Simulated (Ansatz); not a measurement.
Rb3Ba, space group I4/mmm, a test of the smearing width

Computed with the Python package of Ansatz (0.2.0).

Typed at the interpreter:
```pycon
>>> from dataclasses import dataclass
>>> import warnings
>>> import ansatz as az
>>> from ase import Atoms
>>> from tabulate import tabulate
>>> @dataclass(frozen=True)
... class Settings:
...     xc: str = "pbe"
...     cutoff_ev: int = 470
...     k_length: int = 20
...
>>> settings = Settings()
>>> warnings.simplefilter("ignore", az.DeckWarning)
>>> atoms = Atoms(
...     ["Rb", "Rb", "Rb", "Ba"],
...     scaled_positions=[
...         [0.75, 0.25, 0.5],
...         [0.25, 0.75, 0.5],
...         [0.5, 0.5, 0.0],
...         [0.0, 0.0, 0.0],
...     ],
...     cell=[
...         [-3.371459, 3.371459, 7.371348],
...         [3.371459, -3.371459, 7.371348],
...         [3.371459, 3.371459, -7.371348],
...     ],
...     pbc=True,
... )
>>> xtal = az.Crystal.from_ase(atoms)
>>> len(xtal.resolved().sites)
4
>>> calc = xtal.calculation().functional(settings.xc).basis(settings.cutoff_ev).kpoints(length=settings.k_length)
>>> rows = []
>>> for value in [0.3, 0.2, 0.1, 0.05]:
...     data = calc.occupations("cold", width=value).run(threads=1, pin="off").report
...     rows.append((value, data["free_energy_ev"] / len(data["lattice"]["sites"]), data["n_iterations"], data["n_kpoints"]))
...
>>> print(tabulate(rows, headers=["width (eV)", "F/atom (eV)", "iterations", "k-points"], floatfmt=".4f", tablefmt="plain"))
  width (eV)    F/atom (eV)    iterations    k-points
      0.3000     -3937.7640             7          14
      0.2000     -3937.7584             7          14
      0.1000     -3937.7549             7          14
      0.0500     -3937.7536             7          14
>>> # the last row is the reference
>>> for row in rows[:-1]:
...     shift = 1000 * (row[1] - rows[-1][1])
...     print(f"{row[0]}: {shift:+.2f} meV/atom" + ("  (within 1 meV)" if abs(shift) < 1 else ""))
...
0.3: -10.49 meV/atom
0.2: -4.83 meV/atom
0.1: -1.38 meV/atom
```

Going from 0.05 to 0.3 eV changes F by -10.5 meV an atom. This scheme is built to cancel the term in the square of the width, but that needs a smooth density of states and a fine mesh, and here a sizeable shift remains.

Reading the output:
- For a metal this k-point mesh is coarse: on a finer one energies can move by several to tens of meV an atom and pressures by half a GPa or more, differences at one mesh by less.
- The free energy holds a sizeable smearing term, which stands for no physical temperature.
- The mesh has less symmetry than the crystal, which the program warned of.
- The narrowest width needs the finest mesh, so the last row is no converged reference.
- The structure comes from a database of computed cells and needn't be a stable or known phase.
- The script silences the warnings on its input, which a real study should read.
- Timing: 8.2 s on 1 thread of AMD EPYC 9R45 96-Core Processor (Zen 5) (shared host), peak memory 0.65 GiB.
